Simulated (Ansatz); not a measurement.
# La2AgSb4Au: the cost of one run

Computed with Ansatz 0.2.0 (DFT PBEsol, scalar-relativistic, plane waves, PAW, unless a step's input says otherwise).

That is the level of the relaxation; later steps name their own.

**1. The starting structure**

It takes space group Pccm (No. 49, orthorhombic). Conventional cell: a = 6.182 Å, b = 10.986 Å, c = 6.182 Å, α = 90.00°, β = 90.00°, γ = 90.00°. Around La (site symmetry m) lie 8 Sb at 3.27 to 3.40 Å and 2 Au at 3.62 Å and 2 Ag at 3.62 Å. Au (site symmetry 222) is surrounded by 4 Sb at 2.85 Å and 2 Au at 3.09 Å and 2 Ag at 3.09 Å. Ag (site symmetry 222) has 4 Sb at 2.85 Å and 2 Au at 3.09 Å and 2 Ag at 3.09 Å as nearest neighbours. Around Sb (site symmetry m) lie 2 Au at 2.85 Å and 2 Ag at 2.85 Å and 4 La at 3.27 Å. Around Sb (site symmetry 222) lie 4 Sb at 3.09 Å and 4 La at 3.40 Å.

As a file:

```cif
data_structure
_symmetry_space_group_name_H-M 'P 1'
_symmetry_Int_Tables_number 1
_cell_length_a 6.1817
_cell_length_b 6.1817
_cell_length_c 10.9856
_cell_angle_alpha 90.000
_cell_angle_beta 90.000
_cell_angle_gamma 90.000
_cell_volume 419.80
loop_
_atom_site_label
_atom_site_type_symbol
_atom_site_fract_x
_atom_site_fract_y
_atom_site_fract_z
_atom_site_occupancy
La1 La 0.75000 0.25000 0.26299 1
La2 La 0.25000 0.75000 0.26299 1
La3 La 0.25000 0.25000 0.73701 1
La4 La 0.75000 0.75000 0.73701 1
Au1 Au 0.00000 0.00000 0.00000 1
Ag1 Ag 0.50000 0.50000 0.00000 1
Au2 Au 0.00000 0.50000 0.00000 1
Ag2 Ag 0.50000 0.00000 0.00000 1
Sb1 Sb 0.75000 0.25000 0.83331 1
Sb2 Sb 0.25000 0.75000 0.83331 1
Sb3 Sb 0.25000 0.25000 0.16669 1
Sb4 Sb 0.75000 0.75000 0.16669 1
Sb5 Sb 0.00000 0.00000 0.50000 1
Sb6 Sb 0.50000 0.50000 0.50000 1
Sb7 Sb 0.00000 0.50000 0.50000 1
Sb8 Sb 0.50000 0.00000 0.50000 1
```

(A quick probe on a coarse mesh, which set the mesh and smearing, is not shown.)

**3. The relaxation**

File input.yaml:

```yaml
crystal:
  lattice:
    - [4.37115277, -4.37115277, 0.0]
    - [4.37115277, 4.37115277, 0.0]
    - [0.0, 0.0, 10.98562054]
  atoms:
    - { symbol: La, position: [0.75, 0.25, 0.262993] }
    - { symbol: La, position: [0.25, 0.75, 0.262993] }
    - { symbol: La, position: [0.25, 0.25, 0.737007] }
    - { symbol: La, position: [0.75, 0.75, 0.737007] }
    - { symbol: Au, position: [0.0, 0.0, 0.0] }
    - { symbol: Ag, position: [0.5, 0.5, 0.0] }
    - { symbol: Au, position: [0.0, 0.5, 0.0] }
    - { symbol: Ag, position: [0.5, 0.0, 0.0] }
    - { symbol: Sb, position: [0.75, 0.25, 0.83331236] }
    - { symbol: Sb, position: [0.25, 0.75, 0.83331236] }
    - { symbol: Sb, position: [0.25, 0.25, 0.16668764] }
    - { symbol: Sb, position: [0.75, 0.75, 0.16668764] }
    - { symbol: Sb, position: [0.0, 0.0, 0.5] }
    - { symbol: Sb, position: [0.5, 0.5, 0.5] }
    - { symbol: Sb, position: [0.0, 0.5, 0.5] }
    - { symbol: Sb, position: [0.5, 0.0, 0.5] }
basis:
  ecutwfc: 420
kpoints:
  mp_grid: { grid: [6, 6, 4] }
hamiltonian:
  xc: pbesol
scf:
  occupations: { method: gaussian, width: 0.1 }
output:
  forces: true
  stress: true
  eigenvalues: true
  write_density: true
  write_potential: true
  elf: true
  volumetric_format: npy
relax:
  adjacent_minimum: "off"
  f_tol: 0.005
  max_steps: 80
  cell: { stress_tol: 0.05 }
```

The run is started by

```
$ ansatz run input.yaml --threads 4 --pin off --max-ram 10240MiB --backend cpu --events-out ev --progress --plain --runs-dir out
```

Q: Estimate wall time and peak memory on 4 threads of Intel Xeon Platinum 8488C (Sapphire Rapids), shared host.

About 5.1 min, with a peak of 2.9 GiB.
